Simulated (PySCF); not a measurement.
# C3H7NSi: the cost of one run

The runs use PySCF 2.14.0, with density-fitted response routines of our own; the level of theory stands in each step. All values are computed, except where a source is named. Atoms count from 0, in the outputs and in this text.

## (1) The molecule as given

12 atoms, charge 0, multiplicity 1; geometry from: PBE0-D3(BJ)/def2-SVP.

Bonds of the start (Å): N0–C1 1.27, C1–C2 1.48, C2–C3 1.54, C3–Si4 1.85, Si4–C2 1.89, N0–H5 1.03, C1–H6 1.11, C2–H7 1.10, C3–H8 1.10, C3–H9 1.09, Si4–H10 1.48, Si4–H11 1.48.

## (2) Excited states and response: LDA/def2-SVPD

The job: settings as JSON, then the geometry in Å.

```
{"job": {"kind": "uv", "xc": "LDA", "basis": "def2-SVPD", "ip": true}, "charge": 0, "multiplicity": 1}
N      2.441509    -0.857216     0.145010
C      1.289263    -0.447200     0.486727
C      0.238045     0.147733    -0.361872
C     -0.769162     1.126943     0.274566
Si    -1.542358    -0.473693    -0.237550
H      2.582813    -0.711328    -0.861792
H      1.018874    -0.553444     1.554964
H      0.572321     0.406962    -1.374963
H     -0.627326     1.319770     1.344526
H     -0.975413     2.040173    -0.292653
H     -2.334913    -0.546507    -1.488330
H     -1.853234    -1.485146     0.800408
```

Method: TDDFT LDA/def2-SVPD, vertical, gas phase, core orbitals frozen in the response.

Run with:

```
$ OMP_NUM_THREADS=1 python probes_run.py task.json out
```

The driver reads the jobs from task.json and runs them one after another.

Q: Estimate the wall time and peak memory of this first job on 1 thread of Arm Neoverse V1, shared host.

About 63 s, with a peak of 0.46 GiB.
